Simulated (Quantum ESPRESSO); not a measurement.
In2S in Quantum ESPRESSO: the effect of target pressure

In2S:

```xyz
3
Lattice="3.9431 0.0000 0.0000 0.0000 3.9431 0.0000 0.0000 0.0000 5.4349" Properties=species:S:1:pos:R:3 pbc="T T T"
In    1.9715    0.0000    3.5933
In    0.0000    1.9715    1.8416
S     0.0000    0.0000    0.0000
```

The cell was built by a generator and needn't be a form met in nature.

Alike in all runs:

| Property | Result |
| --- | --- |
| Program | Quantum ESPRESSO 7.5 |
| Task | phonons |
| Functional | PBE |
| Potentials or basis | GBRV 1.5 PBE |
| Cutoff | 762 eV |
| Density cutoff | 6095 eV |
| k mesh | 4 × 4 × 2, shifted |
| Occupations | fermi-dirac, width 0.05 eV |
| Spin | no spin polarisation |

Each run relaxes the cell or the atoms first.

| target pressure | relaxed volume (Å³/atom) | highest phonon frequency (cm⁻¹) |
| --- | --- | --- |
| 0 GPa | 25.99 | 202 |
| 3 GPa | 24.33 | 231 |
| 8 GPa | 22.58 | 270 |
| 15 GPa | ? | ? |

Question: What does the run with target pressure 15 GPa give?

Answer: Relaxed volume 21.00 Å³/atom; highest phonon frequency 311 cm⁻¹.

Worked out: A straight line through the other rows of the relaxed volume, of slope -0.418 Å³/atom per GPa, extrapolates to 19.56 Å³/atom, against the run's 21.00. A straight line through the other rows of the highest phonon frequency, of slope 8.43 cm⁻¹ per GPa, extrapolates to 330 cm⁻¹, against the run's 311.

Caveats: all runs use coarse meshes; the mesh is thin for the phonons of a metal; the cell is more than 3 GPa from zero pressure, which shifts response properties (some runs); the volume moved by over 15 % at a fixed basis, so the end points are rough (some runs).
